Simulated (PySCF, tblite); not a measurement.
**C₄H₈OPSi radical: geometry, infrared bands and EPR parameters**

Aim: predict the infrared bands and EPR parameters of C₄H₈OPSi radical (`P[Si@@H]1C[CH]C=CO1`).

The runs use tblite 0.8.0 and PySCF 2.14.0, with density-fitted response routines of our own; the level of theory stands in each step. All values are computed, except where a source is named. Atoms count from 0, in the outputs and in this text.

## Step 1: The starting structure

15 atoms, charge 0, multiplicity 2; geometry from: force field or distance geometry start.

Bonds of the start (Å): P0–Si1 2.18, Si1–C2 1.88, C2–C3 1.49, C3–C4 1.45, C4–C5 1.32, C5–O6 1.39, O6–Si1 1.75, P0–H7 1.44, P0–H8 1.43, Si1–H9 1.48, C2–H10 1.13, C2–H11 1.09, C3–H12 1.13, C4–H13 1.08, C5–H14 1.10.

## Step 2: Relaxing the molecule with GFN2-xTB

What the job is given:

```
{"job": {"kind": "relax", "xc": "GFN2-xTB", "basis": "xTB"}, "charge": 0, "multiplicity": 2}
P      2.702700    -1.157700    -0.353200
Si     0.814900    -0.324500     0.360800
C     -0.682200    -1.117100    -0.448900
C     -1.802800    -0.321200     0.134200
C     -1.793900     1.112900    -0.047800
C     -0.715100     1.872400    -0.161300
O      0.566100     1.348800    -0.089300
H      3.394300    -1.809000     0.727900
H      3.584300    -0.214900    -0.967600
H      0.645400    -0.351700     1.832700
H     -0.558700    -0.879500    -1.542900
H     -0.730300    -2.190100    -0.274400
H     -1.846300    -0.548700     1.241500
H     -2.739400     1.632900    -0.129700
H     -0.843500     2.955300    -0.303900
```

Started as:

```
$ OMP_NUM_THREADS=1 python probes_run.py task.json out
```

The driver reads the jobs from task.json and runs them one after another.

Log:

```text
step      E/eV     max force
  0    -567.68119    2.918
  1    -568.02413    1.656
  2    -568.31475    1.278
  3    -568.46638    1.482
  4    -568.66905    1.109
  5    -568.73990    0.711
  6    -568.81603    0.598
  7    -568.85769    0.729
  8    -568.93725    0.761
  9    -568.99737    0.671
 10    -569.06726    0.676
 11    -569.12388    0.582
 12    -569.17913    0.692
 13    -569.22578    0.580
 14    -569.25755    0.522
 15    -569.27558    0.795
 16    -569.29345    0.339
 17    -569.30869    0.290
 18    -569.32345    0.329
 19    -569.34182    0.405
 20    -569.35735    0.330
 21    -569.36965    0.307
 22    -569.38098    0.269
 23    -569.39250    0.278
 24    -569.40211    0.284
 25    -569.40958    0.203
 26    -569.41573    0.215
 27    -569.42148    0.226
 28    -569.42706    0.206
 29    -569.43251    0.194
 30    -569.43807    0.172
 31    -569.44388    0.177
 32    -569.44980    0.187
 33    -569.45520    0.209
 34    -569.46038    0.217
 35    -569.46584    0.210
 36    -569.47142    0.232
 37    -569.47584    0.176
 38    -569.47850    0.130
 39    -569.48031    0.106
 40    -569.48227    0.156
 41    -569.48456    0.166
 42    -569.48659    0.107
 43    -569.48814    0.099
 44    -569.48961    0.102
 45    -569.49217    0.148
 46    -569.49551    0.148
 47    -569.49874    0.142
 48    -569.50082    0.131
 49    -569.50217    0.098
 50    -569.50335    0.107
 51    -569.50488    0.106
 52    -569.50649    0.088
 53    -569.50806    0.104
 54    -569.50964    0.113
 55    -569.51137    0.110
 56    -569.51289    0.102
 57    -569.51430    0.098
 58    -569.51522    0.082
 59    -569.51602    0.062
 60    -569.51680    0.063
 61    -569.51760    0.059
 62    -569.51819    0.058
 63    -569.51867    0.063
 64    -569.51920    0.065
 65    -569.51997    0.073
 66    -569.52092    0.101
 67    -569.52180    0.085
 68    -569.52242    0.064
 69    -569.52291    0.050
 70    -569.52344    0.066
 71    -569.52409    0.069
 72    -569.52456    0.053
 73    -569.52497    0.039
 74    -569.52537    0.046
 75    -569.52574    0.045
 76    -569.52596    0.039
 77    -569.52610    0.032
 78    -569.52624    0.037
 79    -569.52651    0.061
 80    -569.52691    0.070
 81    -569.52724    0.048
 82    -569.52745    0.033
 83    -569.52760    0.029
 84    -569.52783    0.048
 85    -569.52822    0.069
 86    -569.52870    0.064
 87    -569.52904    0.037
 88    -569.52921    0.037
 89    -569.52935    0.041
 90    -569.52952    0.037
 91    -569.52994    0.029
 92    -569.53009    0.031
 93    -569.53023    0.027
 94    -569.53030    0.021
 95    -569.53039    0.019
 96    -569.53046    0.018
 97    -569.53052    0.014
 98    -569.53055    0.014
 99    -569.53058    0.017
100    -569.53063    0.020
101    -569.53070    0.019
102    -569.53076    0.018
103    -569.53082    0.015
104    -569.53085    0.013
105    -569.53089    0.015
106    -569.53094    0.015
107    -569.53099    0.021
108    -569.53103    0.023
109    -569.53108    0.017
110    -569.53114    0.018
111    -569.53119    0.019
112    -569.53123    0.016
113    -569.53127    0.019
114    -569.53133    0.023
115    -569.53146    0.028
116    -569.53170    0.037
117    -569.53199    0.060
118    -569.53215    0.036
119    -569.53227    0.027
120    -569.53229    0.014
121    -569.53230    0.011
122    -569.53231    0.009
```

Wall time 0.73 s (1 thread of Arm Neoverse V2, shared host).

Along the way: (not every step is listed)

```tsv
step	energy from step 0 (eV)	largest force (eV/Å)
0	0.0000	2.9176
1	-0.3429	1.6558
2	-0.6336	1.2780
3	-0.7852	1.4823
4	-0.9879	1.1093
5	-1.0587	0.7109
6	-1.1348	0.5981
7	-1.1765	0.7287
8	-1.2561	0.7609
18	-1.6423	0.3292
28	-1.7459	0.2063
38	-1.7973	0.1299
48	-1.8196	0.1312
58	-1.8340	0.0819
68	-1.8412	0.0637
78	-1.8451	0.0374
88	-1.8480	0.0374
98	-1.8494	0.0137
108	-1.8498	0.0230
117	-1.8508	0.0603
118	-1.8510	0.0364
119	-1.8511	0.0267
120	-1.8511	0.0136
121	-1.8511	0.0111
122	-1.8511	0.0086
```

Close pairs (by a distance rule), those that changed most:

```tsv
bond	before (Å)	after (Å)	change (Å)
Si1–O6	1.751	1.639	-0.111
C3–C4	1.446	1.375	-0.071
P0–H7	1.439	1.382	-0.057
C4–C5	1.324	1.375	+0.051
C3–H12	1.131	1.080	-0.051
P0–Si1	2.184	2.233	+0.049
P0–H8	1.430	1.382	-0.048
C5–O6	1.386	1.346	-0.040
```

The end geometry stands in the next job.

## Step 3: Infrared spectrum with GFN2-xTB

What the job is given:

```
{"job": {"kind": "ir", "xc": "GFN2-xTB", "basis": "xTB"}, "charge": 0, "multiplicity": 2}
P      2.716439    -0.765091    -0.889474
Si     0.960681    -0.203587     0.370837
C     -0.616329    -1.168202    -0.091046
C     -1.793257    -0.269136     0.037792
C     -1.736638     1.102366    -0.042067
C     -0.589534     1.856724    -0.124067
O      0.654779     1.345293    -0.069937
H      2.976095    -1.920166    -0.176008
H      3.620451    -0.025764    -0.150844
H      1.141481    -0.214664     1.832173
H     -0.536779    -1.508906    -1.131562
H     -0.769506    -2.068134     0.506293
H     -2.758916    -0.738157     0.158816
H     -2.665837     1.654199    -0.032209
H     -0.607543     2.931214    -0.220610
```

Log:

```text
mode    cm-1     km/mol
  1      62.4      1.19
  2      94.7      5.72
  3     111.7      5.12
  4     157.2      2.90
  5     201.4      8.91
  6     301.9     11.56
  7     435.8      1.23
  8     443.8      1.25
  9     502.5     12.29
 10     596.5     82.06
 11     605.1     24.22
 12     660.7    192.96
 13     672.6      6.29
 14     686.7      4.40
 15     707.5     11.34
 16     725.8    116.85
 17     760.0     76.57
 18     782.0     91.02
 19     834.8     25.61
 20     885.0      0.78
 21     977.0      9.06
 22    1057.9     78.32
 23    1092.5      8.98
 24    1142.3     16.42
 25    1186.4      0.56
 26    1228.0     71.28
 27    1259.2      2.12
 28    1319.5     29.81
 29    1437.7     13.05
 30    1463.2     93.04
 31    1484.4      7.46
 32    2167.0    267.48
 33    2315.9     97.04
 34    2397.5    140.49
 35    2877.0     25.89
 36    2974.5     26.24
 37    3063.3     24.13
 38    3073.1     22.35
 39    3085.0     65.50
```

It took 0.44 s on 1 thread of Arm Neoverse V2, shared host.

Which atoms move in the most intense modes:

```tsv
cm⁻¹	km/mol	atoms
596	82.1	H9 70 %
661	193.0	H9 67 %, H7 16 %
726	116.8	Si1 29 %, C2 18 %, H8 16 %
782	91.0	Si1 36 %, O6 29 %
1463	93.0	C5 36 %, C3 20 %, C4 17 %
2167	267.5	H9 97 %
2316	97.0	H7 51 %, H8 46 %
2398	140.5	H8 51 %, H7 46 %
```

## Step 4: g tensor and hyperfine couplings: B3LYP/pcH-1

Same as in step 3 but for these lines:

```diff
@@ -1,2 +1,2 @@
-{"job": {"kind": "ir", "xc": "GFN2-xTB", "basis": "xTB"}, "charge": 0, "multiplicity": 2}
+{"job": {"kind": "epr", "basis": "pcH-1"}, "charge": 0, "multiplicity": 2}
 P      2.716439    -0.765091    -0.889474
```

With the program's defaults for keys left out, this is: UKS B3LYP, pcH-1 on C H O P Si, non-relativistic, mean-field spin-orbit, GIAO.

Log:

```text
UKS, coarse grid
  cycle   1  E = -863.22761800  |g| = 5.33e-01
  cycle   2  E = -863.09119217  |g| = 8.08e-01
  cycle   3  E = -863.32814804  |g| = 1.14e-01
  cycle   4  E = -863.33239344  |g| = 5.03e-02
  cycle   5  E = -863.33362280  |g| = 1.62e-02
  cycle   6  E = -863.33375839  |g| = 7.67e-03
  cycle   7  E = -863.33380192  |g| = 2.31e-03
  cycle   8  E = -863.33380761  |g| = 1.18e-03
  cycle   9  E = -863.33380896  |g| = 3.45e-04
UKS, final grid
  cycle   1  E = -863.33381535  |g| = 4.63e-04
  cycle   2  E = -863.33381522  |g| = 6.91e-04
  cycle   3  E = -863.33381545  |g| = 7.97e-05
  cycle   4  E = -863.33381546  |g| = 1.81e-05
E = -863.33381546 Eh   <S^2> = 0.7720 (exact 0.7500)
g shifts (ppm)      1          2          3
  rmc          -167       -167       -167
  gc             -5         34         24
  oz_so          55        930       1309
  total        -117        796       1166
hyperfine (MHz)  atom isotope    a_iso     a_fc   dipolar eigenvalues
    0   31P       5.89       5.91     -1.92     -1.82      3.73
    1  29Si      -7.43      -7.47     -5.03      2.07      2.96
    2   13C     -20.59     -20.60     -1.08      0.03      1.05
    3   13C      54.89      54.96    -50.27    -48.26     98.53
    4   13C     -44.73     -44.75    -25.49      9.70     15.79
    5   13C      53.23      53.26    -50.01    -47.59     97.60
    6   17O      -9.58      -9.60    -31.78     15.29     16.49
    7    1H      -0.29      -0.29     -0.72     -0.51      1.24
    8    1H      -0.59      -0.59     -0.80     -0.66      1.46
    9    1H       0.74       0.74     -2.05     -0.78      2.83
   10    1H      91.36      91.36     -3.09     -2.34      5.43
   11    1H      26.83      26.83     -3.12     -2.42      5.54
   12    1H     -40.50     -40.51    -24.04     -0.25     24.29
   13    1H      11.05      11.06     -5.02     -1.11      6.13
   14    1H     -41.68     -41.69    -23.27     -0.85     24.12
```

It took 71 s on 1 thread of Arm Neoverse V2, shared host; peak memory 1 GiB.

Principal g values 2.00220, 2.00312, 2.00349; g(iso) = 2.00293, against 2.00232 for a free electron.

Hyperfine couplings; where a row names several nuclei, a(iso) is their mean (it holds for fast rotation or exchange) and the dipolar term the largest among them:

```tsv
nuclei	isotope	a(iso) (MHz)	a(iso) (G, at g = 2.0023)	largest dipolar term (MHz)
H10	1H	91.4	32.6	5.4
C3	13C	54.9	19.6	98.5
C5	13C	53.2	19.0	97.6
C4	13C	-44.7	-16.0	-25.5
H14	1H	-41.7	-14.9	24.1
H12	1H	-40.5	-14.5	24.3
H11	1H	26.8	9.6	5.5
C2	13C	-20.6	-7.3	-1.1
H13	1H	11.1	3.9	6.1
O6	17O	-9.6	-3.4	-31.8
Si1	29Si	-7.4	-2.7	-5.0
P0	31P	5.9	2.1	3.7
H9	1H	0.7	0.3	2.8
H7, H8	1H	-0.4	-0.2	1.5
```

Mulliken spin populations:

P0 0.01; Si1 0.02; C2 -0.05; C3 0.64; C4 -0.23; C5 0.57; O6 0.06; H7 0.00; H8 0.00; H9 0.00; H10 0.04; H11 0.01; H12 -0.03; H13 0.01; H14 -0.03

In first order the couplings over 0.8 MHz of 1H, 31P give 64 distinct lines over 77.6 G, if the averaged nuclei exchange fast.

Orbitals, density, ELF and potential are computed afterwards from the orbital file.

ELF in a plane through or near 10 of the atoms.

Values, 10 rows by 14 columns:
```
0.00 0.00 0.00 0.00 0.00 0.00 0.00 0.00 0.00 0.00 0.00 0.00 0.00 0.00
0.00 0.00 0.00 0.00 0.00 0.00 0.00 0.00 0.03 0.04 0.00 0.00 0.00 0.00
0.00 0.00 0.02 0.15 0.01 0.00 0.35 0.05 0.94 1.00 0.32 0.00 0.00 0.00
0.00 0.02 0.89 0.99 0.29 0.05 0.87 0.75 0.28 0.71 0.02 0.05 0.00 0.00
0.00 0.02 0.61 0.98 0.61 0.49 0.71 0.67 0.65 0.56 0.98 0.99 0.03 0.00
0.00 0.04 0.74 0.98 0.64 0.55 0.29 0.54 0.48 0.89 0.33 0.33 0.00 0.00
0.00 0.05 0.96 0.99 0.16 0.11 0.62 0.80 0.82 0.87 0.87 0.01 0.00 0.00
0.00 0.00 0.01 0.07 0.00 0.02 0.58 0.83 0.06 0.75 0.96 0.02 0.00 0.00
0.00 0.00 0.00 0.00 0.00 0.00 0.07 0.16 0.01 0.00 0.00 0.00 0.00 0.00
0.00 0.00 0.00 0.00 0.00 0.00 0.00 0.00 0.00 0.00 0.00 0.00 0.00 0.00
```
The map spans 12.1 Å across and 10.2 Å up, centred on the molecule. Atoms in the plane (x, y in Å): C2 (0.2, -1.3), C3 (1.6, -0.9), C4 (2.0, 0.4), C5 (1.2, 1.5), O6 (-0.1, 1.5), H7 (-3.5, -0.7), H8 (-3.4, 1.3), H12 (2.3, -1.7), H13 (3.1, 0.6), H14 (1.6, 2.5).

On the surface of density 0.002 e/bohr³ the electrostatic potential runs, from the 1st to the 99th percentile, from -0.92 V near O6 to 1.18 V near H7.

The spin density lies nearest to C3, C5 about 32 % each; C4 9 % (beta excess); O6 7 %.

## Step 5: Outcome

```
                                 quantity                  value
strongest single infrared mode (GFN2-xTB)  2167 cm⁻¹, 267 km/mol
             zero-point energy (GFN2-xTB)          65.5 kcal/mol
                           g(iso) (B3LYP)                2.00293
                                     ⟨S²⟩     0.772 (exact 0.75)
       largest a(iso) (averaged by class)    1H on H10, 91.4 MHz
    surface potential, 1st and 99th percentile     -0.92 V and 1.18 V
```

What this shows: Over 122 steps the energy fell by 1.851 eV; of the close pairs, Si1–O6 changed most, 1.751 to 1.639 Å. All 39 modes are real, so the xTB geometry is a minimum. The strongest single mode, at 2167 cm⁻¹, moves mainly H9. GFN2-xTB is a fitted tight-binding method: band positions and strengths are rough. Its intensities can rank the bands wrongly. The largest spin populations lie on C3 (0.64 e), C5 (0.57 e). The isotropic g lies 0.6 ppt above the free-electron value.
